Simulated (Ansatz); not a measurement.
# Tl2Sn2H5: the cost of one run

Program: Ansatz 0.2.0. Level of theory: DFT PBE, scalar-relativistic, plane waves, PAW. These are calculated values, not measurements.

### Step 1. The starting structure

It takes space group R-3m (No. 166, trigonal). Conventional cell: a = 7.332 Å, b = 7.332 Å, c = 23.420 Å, α = 90.00°, β = 90.00°, γ = 120.00°. Around Tl (site symmetry 3m) lie 1 H at 1.41 Å. Sn (site symmetry 3m) is surrounded by 1 Tl at 2.25 Å. H (site symmetry 2/m) has 6 H at 3.67 Å and 4 Tl at 3.93 Å as nearest neighbours. Around H (site symmetry -3m) lie 6 Sn at 4.24 Å. H (site symmetry -3m) has 2 Tl at 1.41 Å as nearest neighbours.

As a file:

```cif
data_structure
_symmetry_space_group_name_H-M 'R-3m:H'
_symmetry_Int_Tables_number 166
_cell_length_a 7.3316
_cell_length_b 7.3316
_cell_length_c 23.4200
_cell_angle_alpha 90.000
_cell_angle_beta 90.000
_cell_angle_gamma 120.000
_cell_volume 1090.22
loop_
_atom_site_label
_atom_site_type_symbol
_atom_site_symmetry_multiplicity
_atom_site_Wyckoff_symbol
_atom_site_fract_x
_atom_site_fract_y
_atom_site_fract_z
_atom_site_occupancy
Tl1 Tl 6 c 0.33333 0.66667 0.72700 1
Sn1 Sn 6 c 0.33333 0.66667 0.82322 1
H1 H 9 e 0.50000 0.00000 0.00000 1
H2 H 3 b 0.66667 0.33333 0.83333 1
H3 H 3 a 0.00000 0.00000 0.00000 1
```

Recipe of the guess: random cell by space group and Wyckoff sites (R-3m, No. 166). The dimensions are guesses.

### Step 2. The guess as it stands, on a coarse mesh

The input, input.yaml:

```yaml
crystal:
  lattice:
    - [3.66579245, 2.11644626, 7.80666914]
    - [-3.66579245, 2.11644626, 7.80666914]
    - [0.0, -4.23289252, 7.80666914]
  atoms:
    - { symbol: Tl, position: [0.06033118, 0.06033118, 0.06033118] }
    - { symbol: Tl, position: [0.93966882, 0.93966882, 0.93966882] }
    - { symbol: Sn, position: [0.15655426, 0.15655426, 0.15655426] }
    - { symbol: Sn, position: [0.84344574, 0.84344574, 0.84344574] }
    - { symbol: H, position: [0.5, 0.5, 0.0] }
    - { symbol: H, position: [0.0, 0.5, 0.5] }
    - { symbol: H, position: [0.5, 0.0, 0.5] }
    - { symbol: H, position: [0.5, 0.5, 0.5] }
    - { symbol: H, position: [0.0, 0.0, 0.0] }
basis:
  ecutwfc: 420
kpoints:
  mp_grid: { grid: [3, 3, 3] }
hamiltonian:
  xc: pbe
scf:
  occupations: { method: gaussian, width: 0.1 }
  lower_state_search: "off"
output:
  forces: true
  stress: true
  eigenvalues: true
```

Launch:

```console
> ansatz run input.yaml --threads 1 --pin off --max-ram 2560MiB --backend cpu --events-out ev --progress --plain --runs-dir out
```

What time and memory should one allow on 1 thread of Arm Neoverse V1, shared host?

About 8 s, with a peak of 0.57 GiB.
